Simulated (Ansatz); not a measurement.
## C₂H₇BSi, SMILES CC1B[SiH2]1: a single point from an input written key by key, step by step

Program: Ansatz 0.2.0 through its Python package.

Contents of `c2h7bsi.yaml`:
```yaml
crystal:
  periodic: [false, false, false]
  atoms:
    - { symbol: C, position_ang: [-0.2316, 1.3517, 0.0373] }
    - { symbol: C, position_ang: [0.4988, 0.1255, -0.3065] }
    - { symbol: B, position_ang: [0.7001, -0.8246, 0.9175] }
    - { symbol: Si, position_ang: [-0.4302, -1.2965, -0.6323] }
    - { symbol: H, position_ang: [0.4003, 2.1245, 0.4896] }
    - { symbol: H, position_ang: [-0.6704, 1.8582, -0.9148] }
    - { symbol: H, position_ang: [-1.1091, 1.2043, 0.7136] }
    - { symbol: H, position_ang: [1.4297, 0.2719, -0.9652] }
    - { symbol: H, position_ang: [1.2412, -1.0537, 2.0127] }
    - { symbol: H, position_ang: [0.1122, -2.4601, -1.2776] }
    - { symbol: H, position_ang: [-1.8757, -1.3583, -0.0537] }
basis:
  gaussian: { orbitals: def2-SVP, nuclear_model: point }
correlation:
  method: mp2
output:
  forces: true
```

Typed at the interpreter:
```pycon
>>> import ansatz as az
>>> import numpy as np
>>> session = az.Session.from_deck('c2h7bsi.yaml')
>>> report = session.plan(threads=1).execute().report
>>> for key in ('converged', 'free_energy_ev', 'reference_energy_ev', 'n_frozen', 'n_occupied', 'n_virtual'):
...     print(f'{key:22s} {report[key]}')
...
converged              True
free_energy_ev         -10710.287874469552
reference_energy_ev    -10697.56556154071
n_frozen               8
n_occupied             [11, 11]
n_virtual              [76, 76]
>>> symbols = ['C', 'C', 'B', 'Si', 'H', 'H', 'H', 'H', 'H', 'H', 'H']
>>> parts = report['correlation']
>>> for name in ('random_phase', 'coupled_cluster', 'perturbative'):
...     if name in parts:
...         print(f'{name:16s} {parts[name]["energy"]["hartree"]:12.7f} Ha')
...
>>> if 'second_order' in parts:
...     pair = parts['second_order']
...     print(f'MP2 same spin {pair["same_spin"]["hartree"]:.7f} Ha, opposite spin {pair["opposite_spin"]["hartree"]:.7f} Ha')
...
MP2 same spin -0.1000250 Ha, opposite spin -0.3675114 Ha
>>> print('forces (eV/A)')
forces (eV/A)
>>> for symbol, f in zip(symbols, report['forces_ev_ang']):
...     print(f'  {symbol:2s} {f[0]:9.4f} {f[1]:9.4f} {f[2]:9.4f}')
...
  C    -1.9092    2.9841   -1.3129
  C     4.2789    2.1884    0.0751
  B     0.4284   -0.8588    0.5657
  Si   -3.5993   -3.6955    1.1794
  H     0.1689   -0.0275    0.2616
  H     0.5092   -0.7868    1.3782
  H     0.5022   -0.1491   -0.2733
  H    -1.1704    0.0249    0.8379
  H    -0.3670    0.6432   -0.9788
  H     0.1328   -0.4941   -0.7646
  H     1.0255    0.1712   -0.9683
>>> charges = report['charge_distribution']
>>> dipole = np.array(charges['dipole_moment_e_ang']) * 4.803205
>>> print('dipole (D): {:.3f} {:.3f} {:.3f}, length {:.3f}'.format(*dipole, np.linalg.norm(dipole)))
dipole (D): 0.346 1.066 -0.648, length 1.294
>>> print('atom  Mulliken   Lowdin')
atom  Mulliken   Lowdin
>>> for symbol, m, l in zip(symbols, charges['mulliken_charges_e'], charges['lowdin_charges_e']):
...     print(f'{symbol:4s} {m:9.3f} {l:8.3f}')
...
C       -0.020    0.056
C       -0.370   -0.155
B        0.052   -0.162
Si       0.220    0.216
H        0.048    0.006
H        0.049    0.021
H        0.042    0.026
H        0.101    0.081
H        0.008   -0.006
H       -0.068   -0.047
H       -0.063   -0.035
```

Reading the output:
- The settings weren't tested for convergence.
- The geometry is a force-field or estimated start, not a minimum of this method, and the basis set is short of its limit.
- The Löwdin charges here are taken after orthogonalising the functions within each atom; they differ from plain Löwdin charges, and their signs can be unphysical.
- Timing: 3 s on 1 thread of Arm Neoverse V2, with other jobs on the host, peak memory 0.25 GiB.
